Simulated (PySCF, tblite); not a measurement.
# C₄H₁₂N₂Si: dynamics, then NMR shifts on frames

Aim: move C₄H₁₂N₂Si (`N[SiH2]NC1CCC1`) away from its starting geometry and see how NMR shifts follow the geometry.

The runs use tblite 0.8.0 and PySCF 2.14.0, with density-fitted response routines of our own; the level of theory stands in each step. All values are computed, except where a source is named. Atoms count from 0, in the outputs and in this text.

**1. The starting structure**

19 atoms, charge 0, multiplicity 1; geometry from: GFN2-xTB.

Bonds of the start (Å): N0–Si1 1.72, Si1–N2 1.73, N2–C3 1.43, C3–C4 1.55, C4–C5 1.54, C5–C6 1.54, C6–C3 1.54, N0–H7 1.01, N0–H8 1.01, Si1–H9 1.46, Si1–H10 1.47, N2–H11 1.01, C3–H12 1.09, C4–H13 1.09, C4–H14 1.09, C5–H15 1.09, C5–H16 1.09, C6–H17 1.09, C6–H18 1.09.

**2. A short Langevin run with GFN2-xTB**

What the job is given:

```
{"job": {"kind": "md", "xc": "GFN2-xTB", "basis": "xTB", "temperature": 600, "steps": 2000, "every": 50, "frames": 5}, "charge": 0, "multiplicity": 1}
N      3.526838     0.404958     0.685146
Si     2.214458     0.109239    -0.389491
N      0.711282    -0.016205     0.450734
C     -0.508190    -0.446416    -0.159273
C     -1.461776     0.623601    -0.744089
C     -2.633083    -0.051606    -0.015417
C     -1.636429    -0.897926     0.790617
H      3.684018    -0.240134     1.441615
H      3.707476     1.344524     0.995206
H      2.428437    -1.203194    -0.995825
H      2.290665     1.207485    -1.361971
H      0.533930     0.637081     1.201876
H     -0.257418    -1.209526    -0.897512
H     -1.238102     1.617927    -0.360779
H     -1.526018     0.668542    -1.828828
H     -3.277756     0.606206     0.563983
H     -3.250318    -0.651603    -0.680398
H     -1.487417    -0.526563     1.803365
H     -1.830401    -1.967139     0.833465
```

Level: GFN2-xTB Langevin dynamics, gas phase.

The run is started by

```console
> OMP_NUM_THREADS=1 python probes_run.py task.json out
```

The driver reads the jobs from task.json and runs them one after another.

What it wrote:

```text
t/fs     T/K      E/eV
    0.0   487.5   -606.33916
   25.0   375.2   -605.39404
   50.0   570.7   -605.32448
   75.0   522.8   -604.81591
  100.0   635.6   -605.10594
  125.0   999.4   -605.21275
  150.0   648.0   -604.35414
  175.0   650.1   -604.49783
  200.0   623.9   -604.46820
  225.0   649.8   -604.44767
  250.0   831.7   -604.60545
  275.0   765.5   -604.99863
  300.0   636.4   -604.88414
  325.0   611.0   -604.67795
  350.0   649.6   -604.83447
  375.0   654.8   -604.47491
  400.0   655.8   -605.13019
  425.0   499.3   -605.06122
  450.0   725.2   -605.42576
  475.0   592.8   -605.33456
  500.0   551.2   -605.34134
  525.0   530.1   -605.22276
  550.0   549.5   -605.19801
  575.0   516.5   -604.88912
  600.0   597.6   -604.91179
  625.0   819.8   -605.37126
  650.0   722.3   -604.98222
  675.0   776.5   -605.14057
  700.0   517.8   -604.82778
  725.0   570.5   -605.03596
  750.0   697.3   -605.28939
  775.0   565.8   -604.95830
  800.0   522.0   -605.13205
  825.0   464.8   -605.35619
  850.0   500.8   -605.46334
  875.0   419.3   -605.51571
  900.0   287.1   -605.33782
  925.0   410.3   -605.44100
  950.0   562.0   -605.32609
  975.0   642.6   -605.14216
 1000.0   597.9   -604.93341
```

It took 14 s on 1 thread of Intel Xeon Platinum 8488C, shared host; peak memory 0.18 GiB.

Distance from the start (root mean square after alignment): 0 fs 0.00 Å, 200 fs 0.46 Å, 400 fs 0.88 Å, 600 fs 1.07 Å, 800 fs 0.70 Å, 1000 fs 0.58 Å.

Positions (Å) and forces (eV/Å) at 1000 fs:

```xyz
19

N     3.947    1.001   -0.227   -1.026    1.542   -0.110
Si    2.784   -0.228   -0.080   -1.243   -1.676   -0.168
N     1.377    0.504    0.551    0.823    2.469    1.818
C     0.023    0.013    0.626    1.548    2.804    1.047
C    -0.775    0.045   -0.616   -2.844   -2.949    0.018
C    -1.973    0.690    0.211    0.649   -2.866   -0.060
C    -0.841    1.234    1.057   -0.772   -0.369    3.098
H     4.843    0.855    0.162    0.699    0.198    0.291
H     3.526    1.933   -0.008    1.034   -1.061   -0.234
H     3.159   -1.332    0.931    0.093    0.457   -0.851
H     2.243   -0.670   -1.461    0.703    0.059    0.897
H     1.530    1.363    1.271   -0.406   -2.568   -1.966
H    -0.016   -0.896    1.217   -0.446   -0.023    0.166
H    -0.455    0.722   -1.300    1.183    2.065   -1.796
H    -0.870   -0.926   -1.165   -0.420    0.517    0.530
H    -2.631    1.332   -0.313   -0.511    0.606   -0.310
H    -2.564   -0.162    0.741    0.877    1.534   -0.766
H    -0.482    2.216    0.722    0.108   -0.628   -0.175
H    -1.002    1.332    2.197   -0.048   -0.111   -1.426
```

**3. Nuclear shieldings: 250 fs, PBE0/pcSseg-1**

What the job is given:

```
{"job": {"kind": "nmr", "xc": "PBE0", "basis": "pcSseg-1", "pop": false}, "charge": 0, "multiplicity": 1}
N      3.084200    -0.150200     0.980600
Si     2.093800    -1.223700    -0.050200
N      0.536300    -0.664300     0.094400
C     -0.758900    -1.160300    -0.280700
C     -1.644700    -0.062300    -0.945300
C     -2.708100    -0.183000     0.162400
C     -1.786800    -1.383300     0.839000
H      4.113600    -0.324500     0.941200
H      3.036800     0.822100     0.749200
H      1.943800    -2.484200     0.496900
H      2.461100    -1.331200    -1.446200
H      0.313300     0.123900     0.816500
H     -0.613700    -1.931600    -0.977700
H     -1.241000     0.918100    -0.740200
H     -1.797800    -0.272700    -1.995000
H     -3.056100     0.593600     0.844100
H     -3.572100    -0.410000    -0.332800
H     -1.596200    -1.247700     1.815000
H     -2.532300    -2.212900     0.781100
```

With the program's defaults for keys left out, this is: GIAO PBE0/pcSseg-1 NMR shielding, non-relativistic, gas phase.

What it wrote:

```text
coarse grid: 15536 points
cycle   1  E = -557.9827460664  dE =  7.877e-01  |g| = 5.722e-01  |ddm| = 3.898e+00
cycle   2  E = -557.9417436160  dE =  4.100e-02  |g| = 7.277e-01  |ddm| = 1.219e+00
cycle   3  E = -558.0591777101  dE = -1.174e-01  |g| = 6.309e-02  |ddm| = 7.375e-01
cycle   4  E = -558.0599435776  dE = -7.659e-04  |g| = 2.506e-02  |ddm| = 7.836e-02
cycle   5  E = -558.0600829606  dE = -1.394e-04  |g| = 6.871e-03  |ddm| = 2.594e-02
cycle   6  E = -558.0600933546  dE = -1.039e-05  |g| = 1.446e-03  |ddm| = 7.021e-03
cycle   7  E = -558.0600937918  dE = -4.372e-07  |g| = 4.112e-04  |ddm| = 1.553e-03
final grid: 143208 points
cycle   8  E = -558.0973109692  dE = -3.748e-05  |g| = 9.287e-03  |ddm| = 3.086e-02
cycle   9  E = -558.0972980935  dE =  1.288e-05  |g| = 1.203e-02  |ddm| = 1.984e-02
cycle  10  E = -558.0973315914  dE = -3.350e-05  |g| = 6.373e-04  |ddm| = 1.097e-02
cycle  11  E = -558.0973316665  dE = -7.514e-08  |g| = 2.633e-04  |ddm| = 7.595e-04
cycle  12  E = -558.0973316815  dE = -1.497e-08  |g| = 4.816e-05  |ddm| = 2.386e-04
cycle  13  E = -558.0973316820  dE = -4.827e-10  |g| = 1.491e-05  |ddm| = 6.211e-05
converged SCF energy = -558.0973316820

GIAO shielding tensors (ppm)
atom      isotropic    diamagn.    paramagn.     s11        s22        s33       span
  0 N      258.743     313.971     -55.228    218.634    256.025    301.569     82.936
  1 Si     385.338     881.972    -496.634    356.938    363.736    435.339     78.400
  2 N      204.727     326.610    -121.883    151.104    184.614    278.464    127.360
  3 C      141.276     241.695    -100.419    113.780    154.073    155.974     42.194
  4 C      147.721     252.209    -104.489    102.990    144.722    195.450     92.459
  5 C      172.580     249.612     -77.032    150.900    161.311    205.529     54.629
  6 C      158.538     243.160     -84.623    130.243    148.590    196.780     66.538
  7 H       31.042      25.843       5.199     23.985     26.031     43.111     19.126
  8 H       31.938      33.361      -1.423     24.576     29.224     42.015     17.439
  9 H       27.133      30.792      -3.659     22.791     25.768     32.840     10.049
 10 H       26.575      30.960      -4.385     22.897     24.998     31.830      8.933
 11 H       29.739      34.057      -4.318     20.486     33.473     35.257     14.771
 12 H       29.298      32.217      -2.919     24.935     30.234     32.724      7.789
 13 H       29.270      32.689      -3.418     25.925     28.715     33.172      7.247
 14 H       28.980      32.045      -3.065     25.779     26.779     34.382      8.603
 15 H       30.025      30.485      -0.460     25.969     27.641     36.465     10.496
 16 H       31.137      30.865       0.272     27.029     29.739     36.643      9.614
 17 H       31.951      31.766       0.184     28.315     29.803     37.734      9.419
 18 H       27.742      26.749       0.994     23.135     26.957     33.135     10.000
```

Run time: 23 s. Hardware: 1 thread of Intel Xeon Platinum 8488C, shared host; peak memory 0.83 GiB.

The references, computed at this level on geometries of the same kind, shield at (ppm): ¹H TMS 31.72, ¹³C TMS 186.9, ²⁹Si TMS 349.2, ¹⁵N NH3 267.7. Their shielding less the atom's gives the shift. The references are single molecules in the gas phase, so shifts against H2O, NH3, PH3, H3PO4 or CFCl3 are not on the usual liquid scales and can be off by tens of ppm. Each atom is listed at this fixed geometry, with no averaging over motion; a spectrum would average atoms that exchange fast.

| atoms | environment | σ (ppm) | δ (ppm) |
| --- | --- | --- | --- |
| C3 | sp3 CH bonded to N | 141.3 | 45.6 |
| C4 | sp3 CH2 in a ring | 147.7 | 39.2 |
| C6 | sp3 CH2 in a ring | 158.5 | 28.4 |
| C5 | sp3 CH2 in a ring | 172.6 | 14.3 |
| H10 | hydrogen on a silicon bonded to 2 N | 26.57 | 5.14 |
| H9 | hydrogen on a silicon bonded to 2 N | 27.13 | 4.58 |
| H18 | hydrogen on an sp3 CH2 in a ring | 27.74 | 3.97 |
| H14 | hydrogen on an sp3 CH2 in a ring | 28.98 | 2.74 |
| H13 | hydrogen on an sp3 CH2 in a ring | 29.27 | 2.45 |
| H12 | hydrogen on an sp3 CH bonded to N | 29.30 | 2.42 |
| H11 | hydrogen on a nitrogen bonded to C, Si | 29.74 | 1.98 |
| H15 | hydrogen on an sp3 CH2 in a ring | 30.02 | 1.69 |
| H7 | hydrogen on a nitrogen bonded to Si | 31.04 | 0.67 |
| H16 | hydrogen on an sp3 CH2 in a ring | 31.14 | 0.58 |
| H8 | hydrogen on a nitrogen bonded to Si | 31.94 | -0.22 |
| H17 | hydrogen on an sp3 CH2 in a ring | 31.95 | -0.23 |
| N2 | nitrogen bonded to C, Si, H | 204.7 | 63.0 |
| N0 | nitrogen bonded to Si, 2 H | 258.7 | 9.0 |
| Si1 | silicon bonded to 2 N, 2 H | 385.3 | -36.2 |

Ring of atoms C3, C4, C5, C6: NICS(0) 1.5, NICS(1) 0.3, NICS(1)zz 5.2 ppm (means of both faces).

**4. NMR shieldings: 425 fs, PBE0/pcSseg-1**

What the job is given:

```
{"job": {"kind": "nmr", "xc": "PBE0", "basis": "pcSseg-1", "pop": false}, "charge": 0, "multiplicity": 1}
N      3.261300     0.086400     0.418400
Si     2.375200    -1.387900     0.567400
N      0.748300    -0.622700     0.431900
C     -0.479300    -1.205100     0.022600
C     -1.510800    -0.454000    -0.757800
C     -2.512300    -0.621600     0.439900
C     -1.515300    -1.600100     1.178100
H      4.302600    -0.049100     0.253600
H      3.176200     0.771900     1.176500
H      2.314600    -2.211200     1.806400
H      3.001400    -2.367300    -0.312800
H      0.784900     0.281700     0.053100
H     -0.152600    -2.153000    -0.558400
H     -1.414400     0.560100    -0.883100
H     -1.825300    -0.740100    -1.790900
H     -2.685700     0.290600     0.984100
H     -3.595200    -1.043100     0.110700
H     -1.190300    -1.388600     2.216200
H     -1.664300    -2.662200     1.031400
```

Method: GIAO PBE0/pcSseg-1 NMR shielding, non-relativistic, gas phase.

What it wrote:

```text
coarse grid: 15536 points
cycle   1  E = -558.0095927968  dE =  5.994e-01  |g| = 5.624e-01  |ddm| = 3.834e+00
cycle   2  E = -557.9549320400  dE =  5.466e-02  |g| = 7.540e-01  |ddm| = 1.243e+00
cycle   3  E = -558.0830329924  dE = -1.281e-01  |g| = 6.429e-02  |ddm| = 7.994e-01
cycle   4  E = -558.0838257726  dE = -7.928e-04  |g| = 2.939e-02  |ddm| = 8.776e-02
cycle   5  E = -558.0840192007  dE = -1.934e-04  |g| = 7.060e-03  |ddm| = 2.968e-02
cycle   6  E = -558.0840291875  dE = -9.987e-06  |g| = 2.451e-03  |ddm| = 7.559e-03
final grid: 143208 points
cycle   7  E = -558.1217432426  dE = -2.993e-05  |g| = 1.006e-02  |ddm| = 2.759e-02
cycle   8  E = -558.1217223213  dE =  2.092e-05  |g| = 1.403e-02  |ddm| = 1.959e-02
cycle   9  E = -558.1217668526  dE = -4.453e-05  |g| = 6.200e-04  |ddm| = 1.121e-02
cycle  10  E = -558.1217669280  dE = -7.539e-08  |g| = 2.599e-04  |ddm| = 7.824e-04
cycle  11  E = -558.1217669430  dE = -1.497e-08  |g| = 5.715e-05  |ddm| = 2.577e-04
cycle  12  E = -558.1217669437  dE = -7.223e-10  |g| = 1.796e-05  |ddm| = 8.165e-05
converged SCF energy = -558.1217669437

GIAO shielding tensors (ppm)
atom      isotropic    diamagn.    paramagn.     s11        s22        s33       span
  0 N      245.198     312.716     -67.518    212.768    245.005    277.821     65.052
  1 Si     378.642     879.456    -500.814    315.336    353.374    467.216    151.880
  2 N      207.330     326.554    -119.224    143.876    203.880    274.233    130.357
  3 C      131.011     237.163    -106.152    109.234    133.582    150.217     40.983
  4 C      160.629     247.143     -86.515    140.217    145.619    196.050     55.834
  5 C      155.806     248.998     -93.192    141.123    154.251    172.042     30.919
  6 C      146.408     252.081    -105.673    112.664    150.159    176.402     63.738
  7 H       30.033      25.118       4.915     23.081     25.718     41.299     18.218
  8 H       30.455      30.448       0.008     23.325     28.025     40.016     16.691
  9 H       26.213      29.275      -3.061     22.831     25.133     30.676      7.845
 10 H       26.578      29.430      -2.852     24.004     24.378     31.351      7.347
 11 H       31.955      38.781      -6.826     23.608     33.957     38.301     14.693
 12 H       26.211      29.682      -3.471     19.813     28.685     30.133     10.320
 13 H       31.187      34.107      -2.920     28.418     30.075     35.069      6.651
 14 H       28.766      29.351      -0.585     25.755     26.057     34.487      8.732
 15 H       29.154      30.264      -1.110     26.640     26.872     33.951      7.312
 16 H       27.237      25.070       2.167     24.024     24.426     33.260      9.236
 17 H       29.469      30.231      -0.763     26.823     27.825     33.758      6.934
 18 H       28.946      30.717      -1.771     26.679     27.306     32.852      6.174
```

It took 22 s on 1 thread of Intel Xeon Platinum 8488C, shared host; peak memory 0.88 GiB.

This run: δ C3 55.9, C6 40.5, C5 31.1, C4 26.3, H12 5.51, H9 5.50 ppm.

[end of part 1 of 2]
